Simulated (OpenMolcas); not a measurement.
# Mo⁴⁺ among point charges: CASSCF and CASPT2 levels and susceptibility

How does a field of 6 point charges split the states of Mo⁴⁺, and what χT follows?

Program: OpenMolcas 26.06. Level of theory: state-averaged CASSCF and CASPT2, spin-orbit coupling by RASSI with atomic mean-field integrals. These are calculated values, not measurements, unless marked.

### 1 Starting point

* Species: Mo⁴⁺ (molybdenum, Z = 42, 38 electrons)
* Basis: ANO-RCC-VDZP [6s5p3d1f], 43 functions
* Scalar Hamiltonian: DKH2, point nucleus
* Inactive shells: 1s 2s 2p 3s 3p 3d 4s 4p
* Active space: 2 electrons in 5 orbitals (4d)
* Some configurations of this space: 4d2
* Orbitals: optimised for each spin and parity, averaged over all roots

Outer shells as boxes (Hund's rule):

4d2
```
4d [↑ ][↑ ][  ][  ][  ]
```

The ion sits among 6 point charges of -1.7 e arranged as a trigonal prism (D3h), 2.3 Å from the ion, with a polar angle of 58.9° against the regular 49.1°.

Each step is its own input file, run in one work folder so that later steps find the files of earlier ones. Labels, J, g values, rates, χT and fits are worked out afterwards by a script from the matrices that RASSI stores.

### 2 GATEWAY and SEWARD: basis and integrals

The input, a.inp:

```
&GATEWAY
Coord
1

Mo 0.0 0.0 0.0
Basis=ANO-RCC-VDZP
Group=NoSym
NoMove
AngMom=0.0 0.0 0.0
AMFI
XField
6 Angstrom 0
1.969829 0.000000 1.187339 -1.700000
-0.984914 1.705922 1.187339 -1.700000
-0.984914 -1.705922 1.187339 -1.700000
1.969829 0.000000 -1.187339 -1.700000
-0.984914 1.705922 -1.187339 -1.700000
-0.984914 -1.705922 -1.187339 -1.700000
&SEWARD
```

### 3 Reference wave functions, triplets, 10 roots

The input, a.inp:

```
&RASSCF
FileOrb=start.orb
Symmetry=1
Spin=3
nActEl=2 0 0
Inactive=18
Ras2=5
CIRoot=10 10 1
SDav=10
CIMx=300
Iter=120 100
PrWF=0.3
OrbListing=Nothing
MaxOrb=0
>>> COPY $Project.JobIph JOB001
```

start.orb holds the contracted functions of the basis, ordered by shell, or the orbitals of the step before.

### 4 CASSCF: singlets, 15 roots

The input, a.inp:

```
&RASSCF
FileOrb=start.orb
Symmetry=1
Spin=1
nActEl=2 0 0
Inactive=18
Ras2=5
CIRoot=15 15 1
SDav=15
CIMx=300
Iter=120 100
PrWF=0.3
OrbListing=Nothing
MaxOrb=0
>>> COPY $Project.JobIph JOB002
```

### 5 State interaction with spin-orbit coupling

The input, a.inp:

```
&RASSI
NrOfJobIphs=2 10 15
1 2 3 4 5 6 7 8 9 10
1 2 3 4 5 6 7 8 9 10 11 12 13 14 15
IphNames
JOB001
JOB002
EJob
SpinOrbit
DIPRint=1.0
SOCoupling=1000.0
Subsets=2
Property=9
'ANGMOM' 1 'ANGMOM' 2 'ANGMOM' 3 'MLTPL  1' 1 'MLTPL  1' 2 'MLTPL  1' 3
'AMFI' 1 'AMFI' 2 'AMFI' 3
SOProperty=3
'ANGMOM' 1 'ANGMOM' 2 'ANGMOM' 3
```

### 6 CASPT2: IPEA 0.25, imaginary shift 0.1 (closed shells correlated: 4s 4p)

The input, a.inp:

```
>>> COPY JOB001 $Project.JobIph
&CASPT2
Multistate=10 1 2 3 4 5 6 7 8 9 10
NoMult
Frozen=14
IPEA=0.25
Imaginary=0.1
MaxIter=60
WThr=0.0 0.3 0.05
PrWF=0.5
NoMix
>>> COPY JOB002 $Project.JobIph
&CASPT2
Multistate=15 1 2 3 4 5 6 7 8 9 10 11 12 13 14 15
NoMult
Frozen=14
IPEA=0.25
Imaginary=0.1
MaxIter=60
WThr=0.0 0.3 0.05
PrWF=0.5
NoMix
```

(Steps that only read results are left out.)

**Question.** What will these runs give? Wanted: spin-free ground state; first state of the same spin within the active space; lowest level; next level.

As calculated:

```
                                            quantity                                                                        value
                                              method  SS-CASPT2, IPEA 0.25, imaginary shift 0.1 (closed shells correlated: 4s 4p)
                              spin-free ground state                                               3E, 2-fold in its orbital part
first state of the same spin within the active space                                                               3E at 898 cm⁻¹
                                        lowest level                                               2-fold E, g = 0.00, 0.00, 0.45
                                          next level                                                                   702.2 cm⁻¹
                                         χT at 300 K                                                               0.17 cm³ K/mol
                           effective moment at 300 K                                                                      1.18 μB
```

Cost by method:

```
                                              method  time of its own steps  time with the reference
                                           A. CASSCF                  3.2 s                    3.2 s
B. SS-CASPT2, IPEA 0.25, imaginary shift 0.1, +4s 4p                  1.5 s                    4.7 s
```

Times are of one thread on a shared host.

In words: The spin-free ground state (3E) comes to 100 % from free-ion F terms and keeps the highest spin of the shell. χT at 300 K is 0.17, against 1.00 cm³ K/mol for the spin alone, so spin-orbit coupling lowers it. CASPT2 does not keep the components of a term degenerate, and the means are used. The field of point charges can differ much from that of real complexes. This is an electrostatic model: the charges have no orbitals.
